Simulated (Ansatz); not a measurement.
**TaN: stress in a strained cell**

TaN is deformed so: equal xx and yy strain of -1 %. What stress and forces result, by LAPW, PAW and all-electron datasets made for the crystal?

Program: Ansatz 0.2.0. Level of theory: DFT PBEsol, scalar-relativistic. These are calculated values, not measurements.

## 1. Starting point

It takes space group P-6m2 (No. 187, hexagonal). The conventional cell has a = 2.938 Å, b = 2.938 Å, c = 2.883 Å, α = 90.00°, β = 90.00°, γ = 120.00°. Ta (site symmetry -6m2) has 6 N at 2.23 Å as nearest neighbours. Around N (site symmetry -6m2) lie 6 Ta at 2.23 Å.

As a file:

```cif
data_structure
_symmetry_space_group_name_H-M 'P 1'
_symmetry_Int_Tables_number 1
_cell_length_a 2.9380
_cell_length_b 2.9380
_cell_length_c 2.8830
_cell_angle_alpha 90.000
_cell_angle_beta 90.000
_cell_angle_gamma 120.000
_cell_volume 21.55
loop_
_atom_site_label
_atom_site_type_symbol
_atom_site_fract_x
_atom_site_fract_y
_atom_site_fract_z
_atom_site_occupancy
Ta1 Ta 0.33333 0.66667 0.50000 1
N1 N 0.00000 0.00000 0.00000 1
```

Atoms are numbered in the order of the input: Ta1, N2.

## 2. The deformed structure

Space group P-6m2 before, P-6m2 after.

## 3. All-electron LAPW

The input, input.yaml:

```yaml
crystal:
  lattice:
    - [2.9086188698, 0.0, 0.0]
    - [-1.4543094349, 2.5189378312, 0.0]
    - [0.0, 0.0, 2.883]
  atoms:
    - { symbol: Ta, position: [0.3333333333, 0.6666666667, 0.5] }
    - { symbol: "N", position: [0.0, 0.0, 0.0] }
kpoints:
  mp_grid: { grid: [12, 12, 10] }
  band_path:
    path:
      - [0.0, 0.0, 0.0]
      - [0.5, 0.0, 0.0]
      - [0.3333333333, 0.3333333333, 0.0]
      - [0.0, 0.0, 0.0]
      - [0.0, 0.0, 0.5]
      - [0.5, 0.0, 0.5]
      - [0.3333333333, 0.3333333333, 0.5]
      - [0.0, 0.0, 0.5]
      - [0.5, 0.0, 0.5]
    npoints: 5
scf:
  occupations: { method: fermi_dirac, width: 0.02 }
hamiltonian:
  xc: pbesol
  pseudopotentials: { kind: all_electron, lapw: { basis_error: 0.0005 } }
output:
  forces: true
  stress: true
  eigenvalues: true
```

On the command line:

```sh
$ ansatz run input.yaml --threads 1 --pin off --max-ram 3072MiB --backend cpu --events-out ev --progress --plain --runs-dir out
```

## 4. PAW with frozen cores

The input, input.yaml:

```yaml
crystal:
  lattice:
    - [2.9086188698, 0.0, 0.0]
    - [-1.4543094349, 2.5189378312, 0.0]
    - [0.0, 0.0, 2.883]
  atoms:
    - { symbol: Ta, position: [0.3333333333, 0.6666666667, 0.5] }
    - { symbol: "N", position: [0.0, 0.0, 0.0] }
kpoints:
  mp_grid: { grid: [12, 12, 10] }
scf:
  occupations: { method: fermi_dirac, width: 0.02 }
hamiltonian:
  xc: pbesol
  pseudopotentials: { kind: paw }
output:
  forces: true
  stress: true
  eigenvalues: true
  efg: { contact_densities: true }
  write_density: true
  write_potential: true
  elf: true
  volumetric_format: npy
```

## 5. Datasets made for this crystal

Edit input.yaml of step 4 so:

```diff
@@ -14,3 +14,3 @@
   xc: pbesol
-  pseudopotentials: { kind: paw }
+  pseudopotentials: { kind: all_electron, datasets: crystal }
 output:
@@ -20,5 +20 @@
   efg: { contact_densities: true }
-  write_density: true
-  write_potential: true
-  elf: true
-  volumetric_format: npy
```

(Steps that only read results are left out.)

Q: Predict the outcome of this session. Wanted: pressure; largest shear or deviatoric stress.

As calculated:

| quantity | value |
| --- | --- |
| pressure | LAPW 2.08, PAW 2.05, crystal datasets 2.08 GPa |
| largest shear or deviatoric stress (LAPW) | 4.08 GPa |

**Reading.** The largest part of the stress beyond the pressure is 4.08 GPa in size, in the zz component; the atoms are carried along and not relaxed. No run of the undeformed cell stands beside it, so the pressure holds what the given cell had before the change. PAW: stress within 0.02 GPa of LAPW. Crystal datasets: stress within 0.01 GPa of LAPW. Spin-orbit coupling is left out, though the cell holds Ta; in elements this heavy it can shift bands and gaps by tenths of an eV.
